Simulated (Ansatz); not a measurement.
# EuCo: the cost of one run

Computed with Ansatz 0.2.0 (reference: DFT PBE, plane waves, PAW, scalar-relativistic, collinear spin, unless a step's input says otherwise).

1 further run of the same task is left out (set aside as unsound or not needed).

## Step 1: The starting structure

The structure is cubic, space group Fd-3m (No. 227). The conventional cell has a = 7.444 Å, b = 7.444 Å, c = 7.444 Å, α = 90.00°, β = 90.00°, γ = 90.00°. Eu (site symmetry -43m) is surrounded by 4 Co at 3.22 Å and 4 Eu at 3.22 Å. Co (site symmetry -43m) has 4 Eu at 3.22 Å and 4 Co at 3.22 Å as nearest neighbours.

Coordinates:

```
CELL_PARAMETERS angstrom
0.00000 3.72225 3.72225
3.72225 0.00000 3.72225
3.72225 3.72225 0.00000
ATOMIC_POSITIONS crystal
Eu 0.00000 0.00000 0.00000
Eu 0.25000 0.25000 0.25000
Co 0.50000 0.50000 0.50000
Co 0.75000 0.75000 0.75000
```

## Step 2: Reference

input.yaml reads:

```yaml
crystal:
  lattice:
    - [0.0, 3.72224865, 3.72224865]
    - [3.72224865, 0.0, 3.72224865]
    - [3.72224865, 3.72224865, 0.0]
  atoms:
    - { symbol: Eu, position: [0.0, 0.0, 0.0], spin: 7.0 }
    - { symbol: Eu, position: [0.25, 0.25, 0.25], spin: 7.0 }
    - { symbol: Co, position: [0.5, 0.5, 0.5], spin: -1.8 }
    - { symbol: Co, position: [0.75, 0.75, 0.75], spin: -1.8 }
kpoints:
  mp_grid: { grid: [4, 4, 4], shift: [0, 0, 0] }
magnetization:
  spin_polarized: true
scf:
  occupations: { method: fermi_dirac }
hamiltonian:
  pseudopotentials: { kind: paw }
  xc: pbe
basis:
  ecutwfc: 420
output:
  forces: true
  stress: true
  eigenvalues: true
```

The run is started by

```console
$ ansatz run input.yaml --threads 1 --pin off --max-ram 2560MiB --backend cpu --events-out ev --progress --plain --runs-dir out
```

What time and memory should one allow on 1 thread of Intel Xeon Platinum 8488C (Sapphire Rapids), shared host?

About 11 s, with a peak of 0.51 GiB.
